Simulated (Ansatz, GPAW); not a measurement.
# CdSe with PBE in single-zeta orbitals from a Python script

These are simulated results from GPAW 26.7.0, not measurements. The cell was built from a prototype and was relaxed with r2SCAN in plane waves (Ansatz 0.2.0). Not every such cell is a known phase. All runs are without spin polarisation.

The symmetry is F-43m (No. 216, cubic); a = 6.136 Å in the conventional setting, 28.87 Å³ an atom. Cd has 4 Se at 2.66 Å; Se has 4 Cd at 2.66 Å.

The basis is minimal: single zeta, one radial function for each shell that the log's basis lists. It describes the filled bands fairly and the empty ones poorly.

Input script:

```python
import json
from ase import Atoms
from gpaw import GPAW, PW, FermiDirac

atoms = Atoms(['Cd', 'Se'],
              cell=[[0.0, 3.067781, 3.067781], [3.067781, 0.0, 3.067781], [3.067781, 3.067781, 0.0]],
              scaled_positions=[[-0.0, 0.0, 0.0], [0.25, 0.25, 0.25]],
              pbc=True)
calc = GPAW(mode='lcao', basis='sz(dzp)', h=0.2, xc='PBE', kpts={'size': (6, 6, 6), 'gamma': True},
            occupations=FermiDirac(0.02), maxiter=100, legacy_gpaw=True, txt='gpaw.txt')
atoms.calc = calc
res = {'energy': atoms.get_potential_energy(force_consistent=True)}
res['electrons'] = calc.get_number_of_electrons()
res['k'] = calc.get_ibz_k_points().tolist()
res['levels'] = [calc.get_eigenvalues(kpt=i).tolist() for i in range(len(res['k']))]
points = [[0.0, 0.0, 0.0], [-0.5, -0.5, 0.0], [-0.375, -0.375, 0.25], [-0.375, 0.0, 0.375], [0.0, 0.0, 0.5], [-0.5, -0.25, 0.25]]
bands = calc.fixed_density(kpts=points, symmetry='off', txt='bands.txt')
res['points'] = [bands.get_eigenvalues(kpt=i).tolist() for i in range(len(points))]
json.dump(res, open('results.json', 'w'))
print('free energy (eV):', round(res['energy'], 5))
```

Command: `python run.py`. It took 4.5 s on 1 thread of Arm Neoverse V2, on a shared host, peak memory 0.14 GiB.

The log gpaw.txt, trimmed of paths, versions and times, then the last line on the terminal. An iter line gives the energy in eV and the logarithms of the changes of orbitals (plane waves alone) and density (c: converged):

```
___ ___ ___ _ _ _
 |   |   |_  | | | |

 | | | | | . | | | |

 |__ |  _|___|_____|  26.7.0
 |___|_|

Input parameters:
  basis: sz(dzp)
  h: 0.2
  kpts: {gamma: True,
         size: (6, 6, 6)}
  maxiter: 100
  mode: lcao
  occupations: {fixmagmom: False,
                name: fermi-dirac,
                width: 0.02}
  xc: PBE

System changes: positions, numbers, cell, pbc, initial_charges, initial_magmoms

Initialize ...

species:
  Cd:
    name:    Cadmium
    Z:       48.0
    valence: 12
    core:    36
    charge:  0.0  # [|e|]
    compensation charges:
      type: gauss
      rc: 0.38  # [Å]
      lmax: 2
    cutoffs:
      filter: 2.12  # [Å]
      core: 2.62  # [Å]
    projectors
    | kind |    occ | energy [eV] | rcut [Å] |

    |------|--------|-------------|----------|

    |   5s |  2.000 |      -5.655 |    1.191 |

    |   5p |  0.000 |      -1.186 |    1.228 |

    |   4d | 10.000 |     -11.739 |    1.164 |

    |    s |        |      21.556 |    1.191 |

    |    p |        |      26.026 |    1.228 |

    |    d |        |      15.473 |    1.164 |

    LCAO basis set for Cd:
      Name: sz(dzp)
      Number of radial functions: 3
      Number of spherical harmonics: 9
        l=0, rc=8.5781 Bohr: 5s-sz confined orbital
        l=1, rc=12.6406 Bohr: 5p-sz confined orbital
        l=2, rc=4.9062 Bohr: 4d-sz confined orbital
      Number of RI-basis functions 0

  Se:
    name:    Selenium
    Z:       34.0
    valence: 6
    core:    28
    charge:  0.0  # [|e|]
    compensation charges:
      type: gauss
      rc: 0.27  # [Å]
      lmax: 2
    cutoffs:
      filter: 1.77  # [Å]
      core: 2.67  # [Å]
    projectors
    | kind |    occ | energy [eV] | rcut [Å] |

    |------|--------|-------------|----------|

    |   4s |  2.000 |     -17.277 |    0.847 |

    |   4p |  4.000 |      -6.512 |    1.005 |

    |    s |        |       9.935 |    0.847 |

    |    p |        |      20.699 |    1.005 |

    |    d |        |       0.000 |    0.847 |

    LCAO basis set for Se:
      Name: sz(dzp)
      Number of radial functions: 2
      Number of spherical harmonics: 4
        l=0, rc=5.7344 Bohr: 4s-sz confined orbital
        l=1, rc=7.2656 Bohr: 4p-sz confined orbital
      Number of RI-basis functions 0

Reference energy: -218276.650467  # eV

Spin-paired calculation

Convergence criteria:
 Maximum [total energy] change in last 3 cyles: 0.0005 eV / valence electron
 Maximum integral of absolute [dens]ity change: 0.0001 electrons / valence electron
 Maximum integral of absolute [eigenst]ate change: 4e-08 eV^2 / valence electron
 Maximum number of scf [iter]ations: 100
 (Square brackets indicate name in SCF output, whereas a 'c' in
 the SCF output indicates the quantity has converged.)

Symmetries present (total): 24

  ( 1  0  0)  ( 1  0  0)  ( 1  0 -1)  ( 1  0 -1)  ( 1 -1  0)  ( 1 -1  0)
  ( 0  1  0)  ( 0  0  1)  ( 0  1 -1)  ( 0  0 -1)  ( 0 -1  1)  ( 0 -1  0)
  ( 0  0  1)  ( 0  1  0)  ( 0  0 -1)  ( 0  1 -1)  ( 0 -1  0)  ( 0 -1  1)

  ( 0  1  0)  ( 0  1  0)  ( 0  1 -1)  ( 0  1 -1)  ( 0  0  1)  ( 0  0  1)
  ( 1  0  0)  ( 0  0  1)  ( 1  0 -1)  ( 0  0 -1)  ( 1  0  0)  ( 0  1  0)
  ( 0  0  1)  ( 1  0  0)  ( 0  0 -1)  ( 1  0 -1)  ( 0  1  0)  ( 1  0  0)

  ( 0  0 -1)  ( 0  0 -1)  ( 0 -1  1)  ( 0 -1  1)  ( 0 -1  0)  ( 0 -1  0)
  ( 1  0 -1)  ( 0  1 -1)  ( 1 -1  0)  ( 0 -1  0)  ( 1 -1  0)  ( 0 -1  1)
  ( 0  1 -1)  ( 1  0 -1)  ( 0 -1  0)  ( 1 -1  0)  ( 0 -1  1)  ( 1 -1  0)

  (-1  1  0)  (-1  1  0)  (-1  0  1)  (-1  0  1)  (-1  0  0)  (-1  0  0)
  (-1  0  1)  (-1  0  0)  (-1  1  0)  (-1  0  0)  (-1  1  0)  (-1  0  1)
  (-1  0  0)  (-1  0  1)  (-1  0  0)  (-1  1  0)  (-1  0  1)  (-1  1  0)

216 k-points: 6 x 6 x 6 Monkhorst-Pack grid + [1/12,1/12,1/12]
16 k-points in the irreducible part of the Brillouin zone
       k-points in crystal coordinates                weights
   0:     0.00000000    0.00000000    0.00000000          1/216
   1:     0.16666667    0.16666667    0.00000000          6/216
   2:     0.16666667    0.16666667    0.16666667          8/216
   3:     0.33333333    0.16666667    0.16666667         12/216
   4:     0.33333333    0.33333333   -0.33333333         12/216
   5:     0.33333333    0.33333333    0.00000000          6/216
   6:     0.33333333    0.33333333    0.16666667         24/216
   7:     0.33333333    0.33333333    0.33333333          8/216
   8:     0.50000000    0.33333333   -0.33333333         24/216
   9:     0.50000000    0.33333333   -0.16666667         12/216
          ...
  15:     0.50000000    0.50000000    0.50000000          4/216

Wave functions: LCAO
  Diagonalizer: Serial LAPACK
  Atomic Correction: dense with blas
  Data-type: complex

Occupation numbers: Fermi-Dirac:
  width: 0.0200  # eV

Eigensolver
   LCAO using direct dense diagonalizer

Densities:
  Coarse grid: 16*16*16 grid
  Fine grid: 32*32*32 grid
  Total Charge: 0.000000

Density mixing:
  Method: separate
  Backend: msr1
  Linear mixing parameter: 0.05
  old densities: 10
  Width of damping distribution: 1.1
  Damping of long wavelength oscillations: 20

Hamiltonian:
  XC and Coulomb potentials evaluated on a 32*32*32 grid
  Using the PBE Exchange-Correlation functional
  Interpolation: tri-quintic (5. degree polynomial)
  Poisson solver: FastPoissonSolver using
    Stencil: 12*3+1=37 point O(h^6) finite-difference Laplacian
    FFT axes: [np.int64(0), np.int64(1), np.int64(2)]
    FST axes: []

XC parameters: PBE with 2 nearest neighbor stencil

Memory estimate:
  Process memory now: 111.84 MiB
  Calculator: 9.10 MiB
    Density: 5.27 MiB
      Arrays: 0.81 MiB
      Localized functions: 3.83 MiB
      Mixer: 0.62 MiB
    Hamiltonian: 0.81 MiB
      Arrays: 0.53 MiB
      XC: 0.00 MiB
      Poisson: 0.00 MiB
      vbar: 0.27 MiB
    Wavefunctions: 3.03 MiB
      C [qnM]: 0.04 MiB
      S, T [2 x qmm]: 0.08 MiB
      P [aqMi]: 0.01 MiB
      BasisFunctions: 2.90 MiB
      Eigensolver: 0.00 MiB

Total number of cores used: 1

Number of atoms: 2
Number of atomic orbitals: 13
Number of bands in calculation: 13
Number of valence electrons: 18
Bands to converge: occupied
Positions:
   0 Cd     0.000000    0.000000    0.000000    ( 0.0000,  0.0000,  0.0000)
   1 Se     1.533891    1.533891    1.533891    ( 0.0000,  0.0000,  0.0000)

Unit cell:
           periodic     x           y           z      points  spacing
  1. axis:    yes    0.000000    3.067781    3.067781    16     0.2214
  2. axis:    yes    3.067781    0.000000    3.067781    16     0.2214
  3. axis:    yes    3.067781    3.067781    0.000000    16     0.2214

  Lengths:   4.338497   4.338497   4.338497
  Angles:   60.000000  60.000000  60.000000

Effective grid spacing dv^(1/3) = 0.2416

iter:   1    -4.335139        c
iter:   2    -4.321123        c -1.28
iter:   3    -4.241798        c -1.31
iter:   4    -4.239786        c -2.14
iter:   5    -4.239603c       c -2.75
iter:   6    -4.239596c       c -3.67
iter:   7    -4.239594c       c -4.20c

Converged after 7 iterations.

Energy contributions relative to reference atoms: (reference = -218276.650467)

Kinetic:        +37.044358
Potential:      -32.819394
External:        +0.000000
XC:              -8.846604
Entropy (-ST):   -0.000000
Local:           +0.382046
SIC:             +0.000000
--------------------------
Free energy:     -4.239594
Extrapolated:    -4.239594

Showing only first 2 kpts
 Kpt  Band  Eigenvalues  Occupancy
  0     7      3.36013    2.00000
  0     8      3.36013    2.00000
  0     9      3.96553    0.00000
  0    10     10.22506    0.00000

  1     7      2.82849    2.00000
  1     8      2.83176    2.00000
  1     9      5.83555    0.00000
  1    10      9.03593    0.00000

Fermi level: 3.67301

Gap: 0.605 eV
Transition (v -> c):
  (s=0, k=0, n=8, [0.00, 0.00, 0.00]) -> (s=0, k=0, n=9, [0.00, 0.00, 0.00])
No difference between direct/indirect transitions

free energy (eV): -4.23959
```

The gap in the log is over the mesh alone; results.json adds the listed points. PBE in single-zeta orbitals gives a gap of 0.61 eV. On the same cell, plane-wave PBE (Ansatz, 8×8×8 k points and the special points) gives a gap of 0.56 eV and r2SCAN a gap of 1.04 eV; on shared hosts these took about 3.4 and 8.8 core-seconds on the 2-atom cell, against 4.5 for the script. Semilocal gaps usually lie below measured ones.

The runs are scalar-relativistic, without spin-orbit coupling.
